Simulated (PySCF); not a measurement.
# CSiBrH3 in PySCF: settings compared

One molecule, CSiBrH3, is run at these levels: PBE0, HF; tasks: excitation energies (Tamm-Dancoff), CCSD(T) correlation energy.

Everything below comes from runs of PySCF 2.14.0. Logs are shortened: lines on timing, memory, paths and dates and some standing lists are left out, and cuts for length are marked.

**1. The structure**

The cell holds a molecule in a box, 6 atoms: a = 13.000 Å, b = 12.000 Å, c = 12.000 Å, α = 90.00°, β = 90.00°, γ = 90.00°.

**2. Excitation energies (Tamm-Dancoff), PBE0**

Contents of run.py:

```python
import json
import numpy as np
from pyscf.pbc import gto, scf, dft, df
from pyscf.pbc.tools import pyscf_ase
from ase.io import read

atoms = read('POSCAR')
cell = pyscf_ase.cell_from_ase(atoms)
cell.basis = '6-31g*'
cell.exp_to_discard = 0
cell.precision = 1e-08
cell.max_memory = 2520  # MB
cell.verbose = 4
cell.build()

res = {}
kpts = cell.make_kpts([1, 1, 1])
mf = dft.KRKS(cell, kpts, xc='pbe0', exxdiv='ewald')
mf = mf.density_fit()
mf.with_df._cderi = 'cderi.h5'  # three-centre integrals saved by an earlier run on this cell, basis and mesh
mf.conv_tol = 1e-08
mf.max_cycle = 60

mf.kernel()
res.update(converged=bool(mf.converged), e_tot=mf.e_tot, nelec=cell.nelectron, nao=cell.nao, mesh=list(map(int, cell.mesh)), a=cell.lattice_vectors().tolist(), coords=cell.atom_coords().tolist(),
           mo_energy=[np.real(x).tolist() for x in mf.mo_energy], mo_occ=[np.real(x).tolist() for x in mf.mo_occ])
import h5py
print('fit functions by k pair:', sorted({v['0'].shape[0] for v in h5py.File(mf.with_df._cderi)['j3c'].values()}))
res.update(kpts=cell.get_scaled_kpts(kpts).tolist())
res['parts'] = {k: float(np.real(v)) for k, v in mf.scf_summary.items() if np.isscalar(v)}
json.dump(res, open('results.json', 'w'))
if not mf.converged:
    raise SystemExit('SCF not converged')

print('levels (eV)')
for i, kp in enumerate(res['kpts'][:40]):
    print('k %7.4f %7.4f %7.4f  ' % tuple(kp), ' '.join('%.3f' % (x * 27.211386) for x in res['mo_energy'][i][:34]))

# Mulliken populations
dm, s = np.asarray(mf.make_rdm1()), np.asarray(mf.get_ovlp())
sites = cell.aoslice_by_atom()[:, 2:]
tot = np.einsum('kij,kji->i', dm, s).real / len(kpts)
res['mulliken'] = [cell.atom_charge(i) - tot[a0:a1].sum() for i, (a0, a1) in enumerate(sites)]
print('Mulliken charges', np.round(res['mulliken'], 5))

from pyscf.pbc import tdscf
td = tdscf.KTDA(mf)
td.nstates = 5
td.kshift_lst = [0]
td.conv_tol = 1e-5
td.kernel()
res.update(excitations=np.real(td.e[0]).tolist(), post_converged=bool(np.all(td.converged)))
res['done'] = True
json.dump(res, open('results.json', 'w'))
```

Contents of POSCAR:

```
SiH3CBr
1.0
   13.0000000000      0.0000000000      0.0000000000
    0.0000000000     12.0000000000      0.0000000000
    0.0000000000      0.0000000000     12.0000000000
C Si Br H
1 1 1 3
Direct
    0.4447115400      0.5483750000      0.4821333300
    0.4790346200      0.4534083300      0.6019500000
    0.6317807700      0.3905333300      0.5365833300
    0.5036038500      0.6129666700      0.4722166700
    0.3702192300      0.5883666700      0.4957500000
    0.4422807700      0.5017083300      0.4037166700
```

Potentials or basis: 6-31g* (all-electron).

Started as:

```console
$ OMP_NUM_THREADS=2 python -u run.py > log
```

The log of the run:

```text
Discarded 0 diffused primitive functions, 0 contracted functions

PySCF version 2.14.0

[INPUT] verbose = 4
[INPUT] num. atoms = 6
[INPUT] num. electrons = 58
[INPUT] charge = 0
[INPUT] spin (= nelec alpha-beta = 2S) = 0
[INPUT] symmetry False subgroup None
[INPUT] Mole.unit = angstrom
[INPUT] Symbol           X                Y                Z      unit          X                Y                Z       unit  Magmom
[INPUT]  1 C      5.781250020000   6.580500000000   5.785599960000 AA   10.924979195436  12.435342762700  10.933199390695 Bohr   0.0
[INPUT]  2 Si     6.227450060000   5.440899960000   7.223400000000 AA   11.768175067806  10.281810795557  13.650247688183 Bohr   0.0
[INPUT]  3 Br     8.213150010000   4.686399960000   6.438999960000 AA   15.520604138869   8.856012434573  12.167946440485 Bohr   0.0
[INPUT]  4 H      6.546850050000   7.355600040000   5.666600040000 AA   12.371753573095  13.900069557440  10.708322133049 Bohr   0.0
[INPUT]  5 H      4.812849990000   7.060400040000   5.949000000000 AA    9.094968359716  13.342222405468  11.241980715038 Bohr   0.0
[INPUT]  6 H      5.749650010000   6.020499960000   4.844600040000 AA   10.865263831003  11.377096057355   9.154967258657 Bohr   0.0

nuclear repulsion = 6.69923192389507
number of shells = 32
number of NR pGTOs = 185
number of NR cGTOs = 70
basis = 6-31g*
ecp = {}
lattice vectors  a1 [24.566439619, 0.000000000, 0.000000000]
                 a2 [0.000000000, 22.676713495, 0.000000000]
                 a3 [0.000000000, 0.000000000, 22.676713495]
dimension = 3
low_dim_ft_type = None
Cell volume = 12632.9
exp_to_discard = 0
rcut = 27.020863105011028 (nimgs = [2 2 2])
precision = 1e-08
pseudo = None
ke_cutoff = 7454945.320861678
    = [30197 27873 27873] mesh (23460173983413 PWs)

******** <class 'pyscf.pbc.dft.krks.KRKS'> ********
method = KRKS
initial guess = minao
damping factor = 0
level_shift factor = 0
DIIS = <class 'pyscf.scf.diis.CDIIS'>
diis_start_cycle = 1
diis_space = 8
diis_damp = 0
SCF conv_tol = 1e-08
SCF conv_tol_grad = None
SCF max_cycles = 60
direct_scf = True
direct_scf_tol = 1e-13

******** PBC SCF flags ********
N kpts = 1
Exchange divergence treatment (exxdiv) = ewald
    madelung (= occupied orbital energy shift) = 0.12155911601066527
    Total energy shift due to Ewald probe charge = -1/2 * Nelec*madelung = -3.52521436431
DF object = <pyscf.pbc.df.df.GDF object>
XC functionals = pbe0
small_rho_cutoff = 0
radial grids:
    Treutler-Ahlrichs [JCP 102, 346 (1995); DOI:10.1063/1.469408] (M4) radial grids

becke partition: Becke, JCP 88, 2547 (1988); DOI:10.1063/1.454033
pruning grids: <function nwchem_prune>
grids dens level: 3
symmetrized grids: False
atomic radii adjust function: <function treutler_atomic_radii_adjust>
Set gradient conv threshold to 0.0001

******** <class 'pyscf.pbc.df.rsdf_builder._RSNucBuilder'> ********
mesh = [47 45 45] (95175 PWs)
ke_cutoff = 17.302185920816544
omega = 0.5229654415994075
exclude_d_aux = False
exclude_dd_block = True
j2c_eig_always = False
has_long_range = True
tot grids = 83145
cell vol = 12632.8822  sum(weights) = 12632.5179
nelec by numeric integration = 57.99998996558328
init E= -2902.0874775683
  HOMO = -0.219062979026  LUMO = -0.0960396477493  gap/eV = 3.34764
nelec by numeric integration = 57.99999459653773
cycle= 1 E= -2902.56418492461  delta_E= -0.477  |g|= 0.373  |ddm|= 2.26
  HOMO = -0.222964009009  LUMO = -0.100699579143  gap/eV = 3.32698
nelec by numeric integration = 57.9999955782327
cycle= 2 E= -2902.55069402918  delta_E= 0.0135  |g|= 0.408  |ddm|= 0.881
  HOMO = -0.228452206534  LUMO = -0.0816873446438  gap/eV = 3.99368
nelec by numeric integration = 57.99999523801607
cycle= 3 E= -2902.60291133095  delta_E= -0.0522  |g|= 0.0517  |ddm|= 0.519
  HOMO = -0.230870121907  LUMO = -0.0838676174446  gap/eV = 4.00014
nelec by numeric integration = 57.999995277071925
cycle= 4 E= -2902.60326445313  delta_E= -0.000353  |g|= 0.00761  |ddm|= 0.0475
  HOMO = -0.230804658875  LUMO = -0.0833430340216  gap/eV = 4.01264
nelec by numeric integration = 57.99999526782753
cycle= 5 E= -2902.60327097071  delta_E= -6.52e-06  |g|= 0.0043  |ddm|= 0.0156
  HOMO = -0.230954299257  LUMO = -0.0835345926956  gap/eV = 4.01149
nelec by numeric integration = 57.999995279414655
cycle= 6 E= -2902.60327742938  delta_E= -6.46e-06  |g|= 0.000372  |ddm|= 0.00716
  HOMO = -0.230874547553  LUMO = -0.0834706090424  gap/eV = 4.01107
nelec by numeric integration = 57.9999952792519
cycle= 7 E= -2902.60327749093  delta_E= -6.16e-08  |g|= 7.27e-05  |ddm|= 0.000799
  HOMO = -0.230890124492  LUMO = -0.0834879216005  gap/eV = 4.01102
nelec by numeric integration = 57.999995279479194
cycle= 8 E= -2902.60327749284  delta_E= -1.91e-09  |g|= 2.19e-05  |ddm|= 0.00016
  HOMO = -0.230887245209  LUMO = -0.0834849228403  gap/eV = 4.01102
nelec by numeric integration = 57.99999527952246
Extra cycle  E= -2902.6032774929  delta_E= -6.73e-11  |g|= 2.15e-05  |ddm|= 7.2e-05
converged SCF energy = -2902.6032774929
fit functions by k pair: [422]
levels (eV)
k  0.0000  0.0000  0.0000   -13148.911 -1803.632 -1705.072 -1535.700 -1535.671 -1535.647 -277.773 -238.782 -179.100 -178.975 -178.893 -145.816 -100.559 -100.451 -100.297 -71.146 -71.118 -71.052 -70.952 -70.946 -21.245 -19.501 -12.949 -11.499 -11.386 -9.402 -8.376 -8.159 -6.283 -2.272 0.473 2.135 4.038 4.242
Mulliken charges [-0.82114  0.45421 -0.28928  0.22333  0.20903  0.22384]

******** <class 'pyscf.pbc.tdscf.krks.TDA'> for <class 'pyscf.pbc.dft.krks.KRKS'> ********
nstates = 5 singlet
deg_eia_thresh = 1.000e-03
kshift_lst = [0]
wfnsym = None
conv_tol = 1e-05
eigh lindep = 1e-12
eigh level_shift = 0
eigh max_cycle = 100

nelec by numeric integration = 57.99999527952246

******** <class 'pyscf.pbc.df.rsdf_builder._RSNucBuilder'> ********
mesh = [47 45 45] (95175 PWs)
ke_cutoff = 17.302185920816544
omega = 0.5229654415994075
exclude_d_aux = False
exclude_dd_block = True
j2c_eig_always = False
has_long_range = True
kshift = 0  Excited State energies (eV)
[2.89412186 4.53672094 5.15897531 5.57926704 5.89742838]
```

Run time: 45 s. Hardware: 2 threads of Intel Xeon at 2.70GHz, shared host; peak memory 1.9 GiB.

What came out:

* Free energy: -78983.8589 eV
* Gap between the frontier levels: 4.01 eV
* Mulliken charges: C -0.82; Si +0.45; Br -0.29; H +0.22, +0.21 e

Levels at points of the mesh, in eV from the valence-band top:
| k point | band 25 | band 26 | band 27 | band 28 | band 29 | band 30 | band 31 | band 32 |
| --- | --- | --- | --- | --- | --- | --- | --- | --- |
| (0.00, 0.00, 0.00) | -5.10 | -3.12 | -2.09 | -1.88 | 0.00 | 4.01 | 6.76 | 8.42 |

Lowest excitation energies (eV): 2.89, 4.54, 5.16, 5.58, 5.90

Caveat: the basis is small and the box finite, so much correlation energy is missing and levels can be off by tenths of an eV; Mulliken charges move with the basis; the iterative solver can pass over a root and still report convergence; this is a molecule in a periodic box at the Γ point, so its band gap is the HOMO-LUMO gap; total energy, band gap and charges are those of the mean-field reference; relativity is left out, which matters for the heavier elements; the basis of atomic orbitals isn't converged, which shifts pressures, moduli and gaps.

**3. CCSD(T) correlation energy, HF**

Edit run.py of step 2 so:

```diff
@@ -17,3 +17,3 @@
 kpts = cell.make_kpts([1, 1, 1])
-mf = dft.KRKS(cell, kpts, xc='pbe0', exxdiv='ewald')
+mf = scf.KRHF(cell, kpts, exxdiv='ewald')
 mf = mf.density_fit()
@@ -45,9 +45,12 @@
 
-from pyscf.pbc import tdscf
-td = tdscf.KTDA(mf)
-td.nstates = 5
-td.kshift_lst = [0]
-td.conv_tol = 1e-5
-td.kernel()
-res.update(excitations=np.real(td.e[0]).tolist(), post_converged=bool(np.all(td.converged)))
+from pyscf.pbc import cc
+mycc = cc.KRCCSD(mf, frozen=15)
+mycc.max_cycle = 50
+mycc.conv_tol = 1e-6
+mycc.keep_exxdiv = False
+eris = mycc.ao2mo()
+mycc.kernel(eris=eris)
+res.update(e_corr=mycc.e_corr, e_mp2=float(np.real(mycc.emp2)), post_converged=bool(mycc.converged))
+json.dump(res, open('results.json', 'w'))
+res['e_t'] = float(np.real(mycc.ccsd_t(eris=eris)))
 res['done'] = True
```

POSCAR is that of step 2.

Potentials or basis: 6-31g* (all-electron).

Started as:

```console
$ OMP_NUM_THREADS=2 python -u run.py > log
```

The log of the run:

```text
Discarded 0 diffused primitive functions, 0 contracted functions

PySCF version 2.14.0

[INPUT] verbose = 4
[INPUT] num. atoms = 6
[INPUT] num. electrons = 58
[INPUT] charge = 0
[INPUT] spin (= nelec alpha-beta = 2S) = 0
[INPUT] symmetry False subgroup None
[INPUT] Mole.unit = angstrom
[INPUT] Symbol           X                Y                Z      unit          X                Y                Z       unit  Magmom
[INPUT]  1 C      5.781250020000   6.580500000000   5.785599960000 AA   10.924979195436  12.435342762700  10.933199390695 Bohr   0.0
[INPUT]  2 Si     6.227450060000   5.440899960000   7.223400000000 AA   11.768175067806  10.281810795557  13.650247688183 Bohr   0.0
[INPUT]  3 Br     8.213150010000   4.686399960000   6.438999960000 AA   15.520604138869   8.856012434573  12.167946440485 Bohr   0.0
[INPUT]  4 H      6.546850050000   7.355600040000   5.666600040000 AA   12.371753573095  13.900069557440  10.708322133049 Bohr   0.0
[INPUT]  5 H      4.812849990000   7.060400040000   5.949000000000 AA    9.094968359716  13.342222405468  11.241980715038 Bohr   0.0
[INPUT]  6 H      5.749650010000   6.020499960000   4.844600040000 AA   10.865263831003  11.377096057355   9.154967258657 Bohr   0.0

nuclear repulsion = 6.69923192389507
number of shells = 32
number of NR pGTOs = 185
number of NR cGTOs = 70
basis = 6-31g*
ecp = {}
lattice vectors  a1 [24.566439619, 0.000000000, 0.000000000]
                 a2 [0.000000000, 22.676713495, 0.000000000]
                 a3 [0.000000000, 0.000000000, 22.676713495]
dimension = 3
low_dim_ft_type = None
Cell volume = 12632.9
exp_to_discard = 0
rcut = 27.020863105011028 (nimgs = [2 2 2])
precision = 1e-08
pseudo = None
ke_cutoff = 7454945.320861678
    = [30197 27873 27873] mesh (23460173983413 PWs)

******** <class 'pyscf.pbc.scf.khf.KRHF'> ********
method = KRHF
initial guess = minao
damping factor = 0
level_shift factor = 0
DIIS = <class 'pyscf.scf.diis.CDIIS'>
diis_start_cycle = 1
diis_space = 8
diis_damp = 0
SCF conv_tol = 1e-08
SCF conv_tol_grad = None
SCF max_cycles = 60
direct_scf = True
direct_scf_tol = 1e-13

******** PBC SCF flags ********
N kpts = 1
Exchange divergence treatment (exxdiv) = ewald
    madelung (= occupied orbital energy shift) = 0.12155911601066527
    Total energy shift due to Ewald probe charge = -1/2 * Nelec*madelung = -3.52521436431
DF object = <pyscf.pbc.df.df.GDF object>
Set gradient conv threshold to 0.0001

******** <class 'pyscf.pbc.df.rsdf_builder._RSNucBuilder'> ********
mesh = [47 45 45] (95175 PWs)
ke_cutoff = 17.302185920816544
omega = 0.5229654415994075
exclude_d_aux = False
exclude_dd_block = True
j2c_eig_always = False
has_long_range = True
init E= -2899.47931664804
  HOMO = -0.183657178712  LUMO = -0.0204314479786  gap/eV = 4.44160
cycle= 1 E= -2899.94247123156  delta_E= -0.463  |g|= 0.286  |ddm|=  2.2
  HOMO = -0.335755632467  LUMO = 0.001736547725  gap/eV = 9.18363
cycle= 2 E= -2899.97309071265  delta_E= -0.0306  |g|= 0.0945  |ddm|= 0.564
  HOMO = -0.319318713831  LUMO = 0.033679766237  gap/eV = 9.60558
cycle= 3 E= -2899.97669355402  delta_E= -0.0036  |g|= 0.0314  |ddm|= 0.159
  HOMO = -0.322261671313  LUMO = 0.0318152817841  gap/eV = 9.63492
cycle= 4 E= -2899.97718024666  delta_E= -0.000487  |g|= 0.0109  |ddm|= 0.0652
  HOMO = -0.322351440143  LUMO = 0.0321645849803  gap/eV = 9.64687
cycle= 5 E= -2899.97723460289  delta_E= -5.44e-05  |g|= 0.00269  |ddm|= 0.0245
  HOMO = -0.322356396612  LUMO = 0.0321040844332  gap/eV = 9.64536
cycle= 6 E= -2899.97724280156  delta_E= -8.2e-06  |g|= 0.000747  |ddm|= 0.0121
  HOMO = -0.322341116332  LUMO = 0.0321400857099  gap/eV = 9.64592
cycle= 7 E= -2899.97724347849  delta_E= -6.77e-07  |g|= 0.000223  |ddm|= 0.0035
  HOMO = -0.322298927198  LUMO = 0.0321748282813  gap/eV = 9.64572
cycle= 8 E= -2899.97724353282  delta_E= -5.43e-08  |g|= 5.27e-05  |ddm|= 0.000981
  HOMO = -0.322297706008  LUMO = 0.0321723699088  gap/eV = 9.64562
cycle= 9 E= -2899.97724353594  delta_E= -3.13e-09  |g|= 1.35e-05  |ddm|= 0.000195
  HOMO = -0.322299467251  LUMO = 0.0321710847617  gap/eV = 9.64564
Extra cycle  E= -2899.97724353612  delta_E= -1.78e-10  |g|= 6.68e-06  |ddm|= 3.43e-05
converged SCF energy = -2899.97724353612
fit functions by k pair: [422]
levels (eV)
k  0.0000  0.0000  0.0000   -13335.105 -1872.402 -1774.983 -1594.283 -1594.269 -1594.260 -304.936 -268.150 -203.108 -202.997 -202.954 -167.724 -116.084 -116.060 -115.996 -82.914 -82.876 -82.828 -82.723 -82.719 -27.200 -25.660 -16.774 -15.395 -15.203 -12.524 -11.202 -11.116 -8.770 0.875 3.628 5.200 7.515 7.763
Mulliken charges [-0.84387  0.62897 -0.40268  0.21081  0.19517  0.21159]

******** <class 'pyscf.pbc.df.rsdf_builder._RSNucBuilder'> ********
mesh = [47 45 45] (95175 PWs)
ke_cutoff = 17.302185920816544
omega = 0.5229654415994075
exclude_d_aux = False
exclude_dd_block = True
j2c_eig_always = False
has_long_range = True
using incore ERI storage

******** <class 'pyscf.pbc.cc.kccsd_rhf.RCCSD'> ********
CC2 = 0
CCSD nocc = 14, nmo = 55
frozen orbitals 15
max_cycle = 50
direct = 1
conv_tol = 1e-06
conv_tol_normt = 1e-05
diis_space = 6
diis_start_cycle = 0
diis_start_energy_diff = 1e+09
Init t2, MP2 energy (with fock eigenvalue shift) = -0.461369602306694
Init E_corr(RCCSD) = -0.461369602306694
cycle = 1  E_corr(RCCSD) = -0.472914665044137  dE = -0.0115450627  norm(t1,t2) = 0.0719491
cycle = 2  E_corr(RCCSD) = -0.484327620716728  dE = -0.0114129557  norm(t1,t2) = 0.0269213
cycle = 3  E_corr(RCCSD) = -0.487046862288911  dE = -0.00271924157  norm(t1,t2) = 0.0131431
cycle = 4  E_corr(RCCSD) = -0.488300904626222  dE = -0.00125404234  norm(t1,t2) = 0.0046621
cycle = 5  E_corr(RCCSD) = -0.488183018168067  dE = 0.000117886458  norm(t1,t2) = 0.0016973
cycle = 6  E_corr(RCCSD) = -0.488102310609814  dE = 8.07075583e-05  norm(t1,t2) = 0.000444595
cycle = 7  E_corr(RCCSD) = -0.488125498917574  dE = -2.31883078e-05  norm(t1,t2) = 0.00017564
cycle = 8  E_corr(RCCSD) = -0.488126181046925  dE = -6.8212935e-07  norm(t1,t2) = 4.46277e-05
cycle = 9  E_corr(RCCSD) = -0.488124572707631  dE = 1.60833929e-06  norm(t1,t2) = 1.86653e-05
cycle = 10  E_corr(RCCSD) = -0.488125006450657  dE = -4.33743026e-07  norm(t1,t2) = 6.76933e-06
RCCSD converged
E(RCCSD) = -2900.465368542572  E_corr = -0.4881250064506574
pyscf/pbc/cc/kccsd_t_rhf.py:293: ComplexWarning: Casting complex values to real discards the imaginary part
  my_permuted_w[ki,kj,kk] = t3Tw
pyscf/pbc/cc/kccsd_t_rhf.py:294: ComplexWarning: Casting complex values to real discards the imaginary part
  my_permuted_v[ki,kj,kk] = t3Tv
CCSD(T) correction per cell = -0.0111253587031293
CCSD(T) correction per cell (imag) = 0
```

It took 46 s on 2 threads of Intel Xeon at 2.70GHz, shared host; peak memory 4.7 GiB.

What came out:

```yaml
Free_energy: -78912.4009 eV
Gap_between_the_frontier_levels: 9.65 eV
Mulliken_charges: C -0.84; Si +0.63; Br -0.40; H +0.21, +0.20 e
Triples_correction: -0.303 eV
MP2_correlation_energy_per_cell: -12.555 eV
CCSD_correlation_energy_per_cell: -13.283 eV
```

Caveat: the basis is small and the box finite, so much correlation energy is missing and levels can be off by tenths of an eV; Mulliken charges move with the basis; this is a molecule in a periodic box at the Γ point, so its band gap is the HOMO-LUMO gap; total energy, band gap and charges are those of the mean-field reference; relativity is left out, which matters for the heavier elements; the basis of atomic orbitals isn't converged, which shifts pressures, moduli and gaps.
